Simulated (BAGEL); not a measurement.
# triplet CH3BS2: levels of theory compared

Wanted: a comparison of 3 runs (ROHF/6-31G*, UHF/6-31G*, ROHF/def2-SVP) of triplet CH3BS2. 

The calculation is run with BAGEL 1.2.2.

1 further run of the same task is left out (it didn't finish).

### 1 The molecule

The species is CH3BS2 (7 atoms), meant as a triplet with charge 0. SMILES of the parent species: `S=CBS`. The coordinates come from a PBE0-D4/def2-TZVP relaxation. That shape belongs to the parent species and isn't relaxed for this state.

Bond lengths: S1–C2 1.616 Å, C2–B3 1.548 Å, B3–S4 1.773 Å, C2–H5 1.094 Å, B3–H6 1.194 Å, S4–H7 1.343 Å. Angles: S1–C2–B3 119.3°, C2–B3–S4 119.4°, S1–C2–H5 119.6°, B3–C2–H5 121.0°, C2–B3–H6 120.1°, S4–B3–H6 120.5°, B3–S4–H7 97.7°.

### 2 The energy at ROHF/6-31G(d) (density fitting with qzvpp-jkfit, spherical functions) (run 1)

Input file job.json:

```json
{ "bagel": [

{
  "title": "molecule",
  "basis": "6-31gs.json",
  "df_basis": "qzvpp-jkfit",
  "angstrom": "true",
  "geometry": [
    { "atom": "S", "xyz": [    0.227300,   -2.350600,   -0.404000 ] },
    { "atom": "C", "xyz": [   -0.664500,   -1.024400,   -0.161700 ] },
    { "atom": "B", "xyz": [    0.030400,    0.282400,    0.293400 ] },
    { "atom": "S", "xyz": [    0.913200,    1.258400,   -0.894000 ] },
    { "atom": "H", "xyz": [   -1.753400,   -1.079200,   -0.257500 ] },
    { "atom": "H", "xyz": [   -0.032700,    0.627400,    1.434700 ] },
    { "atom": "H", "xyz": [    1.340600,    2.218000,   -0.056600 ] }
  ]
},
{
  "title": "rohf",
  "nopen": 2
},
{
  "title": "print",
  "file": "orbitals.molden",
  "orbitals": "true"
}

]}
```

The basis set 6-31G* is read from a file made from the Basis Set Exchange's data (not shown).

Launch:

```console
BAGEL_NUM_THREADS=1 BAGEL job.json > job.out
```

Log:

```text
* using 1 threads per process

  ===============================================================
  ===============================================================

  *** Geometry ***

  { "atom" : "S", "xyz" : [      0.429535,     -4.441990,     -0.763449 ] },
  { "atom" : "C", "xyz" : [     -1.255723,     -1.935835,     -0.305569 ] },
  { "atom" : "B", "xyz" : [      0.057448,      0.533659,      0.554446 ] },
  { "atom" : "S", "xyz" : [      1.725698,      2.378031,     -1.689415 ] },
  { "atom" : "H", "xyz" : [     -3.313446,     -2.039392,     -0.486604 ] },
  { "atom" : "H", "xyz" : [     -0.061794,      1.185614,      2.711190 ] },
  { "atom" : "H", "xyz" : [      2.533367,      4.191413,     -0.106958 ] },

  Number of auxiliary basis functions:      460

  Since a DF basis is specified, we compute 2- and 3-index integrals:
    o Being stored without compression. Storage requirement is 0.018 GB

  Number of basis functions:       70
  Number of electrons      :       46

    * METHOD: MOLECULE                             0.17

  *** Open-shell HF ***

  === Nuclear Repulsion ===
   165.0861174717

      * DIIS with orbital gradients will be used.

  === ROHF iteration (6-31gs.json) ===
      0       -859.17359689          0.02236588           0.09
      1       -859.24390515          0.01025250           0.09
      2       -859.25909122          0.00562881           0.09
      3       -859.26479626          0.00204240           0.09
      4       -859.26704129          0.00068748           0.10
      5       -859.26764730          0.00030282           0.10
      6       -859.26782262          0.00013529           0.10
      7       -859.26788982          0.00006182           0.10
      8       -859.26790857          0.00001228           0.10
      9       -859.26792408          0.00000694           0.09
     10       -859.26792602          0.00000386           0.10
     11       -859.26792589          0.00000194           0.10
     12       -859.26792595          0.00000105           0.10
     13       -859.26792601          0.00000050           0.10
     14       -859.26792601          0.00000028           0.10
     15       -859.26792602          0.00000020           0.10
     16       -859.26792602          0.00000014           0.10
     17       -859.26792603          0.00000011           0.10
     18       -859.26792603          0.00000007           0.09
     19       -859.26792603          0.00000004           0.09
     20       -859.26792603          0.00000002           0.09
     21       -859.26792603          0.00000001           0.09
    * SCF iteration converged.

    * S^2 (ROHF) is 2.0000

    * Permanent dipole moment:
           (    0.282327,    -0.363427,    -0.363727) a.u.

    * METHOD: ROHF                                 2.19

    * METHOD: PRINT                                0.01

  ===============================================================
```

Run time: 2.5 s. Hardware: 1 thread of Arm Neoverse V2, shared host; peak memory 0.098 GiB.

### 3 A single-point energy at UHF/6-31G(d) (density fitting with qzvpp-jkfit, spherical functions) (run 2)

Input file job.json:

```json
{ "bagel": [

{
  "title": "molecule",
  "basis": "6-31gs.json",
  "df_basis": "qzvpp-jkfit",
  "angstrom": true,
  "geometry": [
    { "atom": "S", "xyz": [       0.227300,      -2.350600,      -0.404000 ] },
    { "atom": "C", "xyz": [      -0.664500,      -1.024400,      -0.161700 ] },
    { "atom": "B", "xyz": [       0.030400,       0.282400,       0.293400 ] },
    { "atom": "S", "xyz": [       0.913200,       1.258400,      -0.894000 ] },
    { "atom": "H", "xyz": [      -1.753400,      -1.079200,      -0.257500 ] },
    { "atom": "H", "xyz": [      -0.032700,       0.627400,       1.434700 ] },
    { "atom": "H", "xyz": [       1.340600,       2.218000,      -0.056600 ] }
  ]
},

{
  "title": "uhf",
  "nopen": 2
},

{
  "title": "print",
  "file": "orbitals.molden",
  "orbitals": true
}

]}
```

The basis set 6-31G* is read from a file made from the Basis Set Exchange's data (not shown).

Launch:

```console
BAGEL_NUM_THREADS=1 BAGEL job.json > job.out
```

Log:

```text
* using 1 threads per process

  ===============================================================
  ===============================================================

  *** Geometry ***

  { "atom" : "S", "xyz" : [      0.429535,     -4.441990,     -0.763449 ] },
  { "atom" : "C", "xyz" : [     -1.255723,     -1.935835,     -0.305569 ] },
  { "atom" : "B", "xyz" : [      0.057448,      0.533659,      0.554446 ] },
  { "atom" : "S", "xyz" : [      1.725698,      2.378031,     -1.689415 ] },
  { "atom" : "H", "xyz" : [     -3.313446,     -2.039392,     -0.486604 ] },
  { "atom" : "H", "xyz" : [     -0.061794,      1.185614,      2.711190 ] },
  { "atom" : "H", "xyz" : [      2.533367,      4.191413,     -0.106958 ] },

  Number of auxiliary basis functions:      460

  Since a DF basis is specified, we compute 2- and 3-index integrals:
    o Being stored without compression. Storage requirement is 0.018 GB

  Number of basis functions:       70
  Number of electrons      :       46

    * METHOD: MOLECULE                             0.17

  *** Open-shell HF ***

  === Nuclear Repulsion ===
   165.0861174717

      * DIIS with orbital gradients will be used.

  === UHF iteration (6-31gs.json) ===
      0       -859.17359689          0.02236588           0.09
      1       -859.25146374          0.00998774           0.09
      2       -859.26735324          0.00529123           0.09
      3       -859.27257147          0.00193760           0.09
      4       -859.27515712          0.00068414           0.09
      5       -859.27571882          0.00029559           0.09
      6       -859.27584889          0.00011393           0.09
      7       -859.27586821          0.00005425           0.09
      8       -859.27587274          0.00001234           0.09
      9       -859.27587291          0.00000599           0.09
     10       -859.27587295          0.00000350           0.09
     11       -859.27587297          0.00000178           0.09
     12       -859.27587297          0.00000085           0.09
     13       -859.27587297          0.00000041           0.09
     14       -859.27587297          0.00000025           0.09
     15       -859.27587297          0.00000014           0.09
     16       -859.27587297          0.00000007           0.09
     17       -859.27587297          0.00000004           0.09
     18       -859.27587297          0.00000003           0.09
     19       -859.27587297          0.00000002           0.09
     20       -859.27587297          0.00000002           0.09
     21       -859.27587297          0.00000001           0.09
     22       -859.27587297          0.00000001           0.09
    * SCF iteration converged.

    * S^2 (UHF) is 2.0204

    * Permanent dipole moment:
           (    0.276326,    -0.356790,    -0.362373) a.u.

    * METHOD: UHF                                  2.24

    * METHOD: PRINT                                0.01

  ===============================================================
```

Run time: 2.6 s. Hardware: 1 thread of Arm Neoverse V2, shared host; peak memory 0.099 GiB.

### 4 A single-point energy at ROHF/def2-SVP (density fitting with qzvpp-jkfit) (run 3)

Input file input.json:

```json
{ "bagel" : [

{
  "title" : "molecule",
  "basis" : "svp",
  "df_basis" : "qzvpp-jkfit",
  "angstrom" : true,
  "geometry" : [
    { "atom" : "S", "xyz" : [    0.227300,   -2.350600,   -0.404000 ] },
    { "atom" : "C", "xyz" : [   -0.664500,   -1.024400,   -0.161700 ] },
    { "atom" : "B", "xyz" : [    0.030400,    0.282400,    0.293400 ] },
    { "atom" : "S", "xyz" : [    0.913200,    1.258400,   -0.894000 ] },
    { "atom" : "H", "xyz" : [   -1.753400,   -1.079200,   -0.257500 ] },
    { "atom" : "H", "xyz" : [   -0.032700,    0.627400,    1.434700 ] },
    { "atom" : "H", "xyz" : [    1.340600,    2.218000,   -0.056600 ] }
  ]
},
{ "title" : "rohf", "nopen" : 2 },
{ "title" : "print", "file" : "orbitals.molden", "orbitals" : true }

]}
```

Launch:

```console
BAGEL_NUM_THREADS=1 BAGEL input.json > input.out
```

Log:

```text
* using 1 threads per process

  ===============================================================
  ===============================================================

  *** Geometry ***

  { "atom" : "S", "xyz" : [      0.429535,     -4.441990,     -0.763449 ] },
  { "atom" : "C", "xyz" : [     -1.255723,     -1.935835,     -0.305569 ] },
  { "atom" : "B", "xyz" : [      0.057448,      0.533659,      0.554446 ] },
  { "atom" : "S", "xyz" : [      1.725698,      2.378031,     -1.689415 ] },
  { "atom" : "H", "xyz" : [     -3.313446,     -2.039392,     -0.486604 ] },
  { "atom" : "H", "xyz" : [     -0.061794,      1.185614,      2.711190 ] },
  { "atom" : "H", "xyz" : [      2.533367,      4.191413,     -0.106958 ] },

  Number of auxiliary basis functions:      460

  Since a DF basis is specified, we compute 2- and 3-index integrals:
    o Being stored without compression. Storage requirement is 0.023 GB

  Number of basis functions:       79
  Number of electrons      :       46

    * METHOD: MOLECULE                             0.16

  *** Open-shell HF ***

  === Nuclear Repulsion ===
   165.0861174717

      * DIIS with orbital gradients will be used.

  === ROHF iteration (svp) ===
      0       -858.89923557          0.02278096           0.11
      1       -858.97760053          0.01336347           0.11
      2       -858.99826480          0.00797603           0.11
      3       -859.00893063          0.00191618           0.11
      4       -859.01134669          0.00067335           0.10
      5       -859.01200056          0.00033683           0.11
      6       -859.01220483          0.00014803           0.11
      7       -859.01230177          0.00006916           0.11
      8       -859.01232307          0.00001186           0.11
      9       -859.01234680          0.00000552           0.11
     10       -859.01234898          0.00000278           0.11
     11       -859.01234887          0.00000149           0.11
     12       -859.01234904          0.00000082           0.11
     13       -859.01234913          0.00000039           0.11
     14       -859.01234913          0.00000021           0.11
     15       -859.01234916          0.00000013           0.11
     16       -859.01234915          0.00000009           0.11
     17       -859.01234915          0.00000007           0.11
     18       -859.01234914          0.00000005           0.11
     19       -859.01234914          0.00000003           0.11
     20       -859.01234914          0.00000002           0.11
     21       -859.01234914          0.00000001           0.11
    * SCF iteration converged.

    * S^2 (ROHF) is 2.0000

    * Permanent dipole moment:
           (    0.216872,    -0.345768,    -0.307118) a.u.

    * METHOD: ROHF                                 2.51

    * METHOD: PRINT                                0.01

  ===============================================================
```

Wall time 2.9 s (1 thread of Arm Neoverse V2, shared host); peak memory 0.11 GiB.

### 5 The series

```
run                                                                level  energy (Eh)  dipole moment (D)   ⟨S²⟩  wall time
  1  ROHF/6-31G* (density fitting with qzvpp-jkfit, spherical functions)  -859.267926               1.49  2.000      2.5 s
  2   UHF/6-31G* (density fitting with qzvpp-jkfit, spherical functions)  -859.275873               1.47  2.020      2.6 s
  3                     ROHF/def2-SVP (density fitting with qzvpp-jkfit)  -859.012349               1.30  2.000      2.9 s
```

### 6 What came out

| quantity | value |
| --- | --- |
| run 3: total energy | -859.01235 Eh |
| run 3: dipole moment | 1.30 D |
| run 3: ⟨S²⟩ | 2.000 |

The dipole moment (its size) runs from 1.30 D (ROHF/def2-SVP) to 1.49 D (ROHF/6-31G*). All runs together took 7.9 s, the longest 2.9 s.
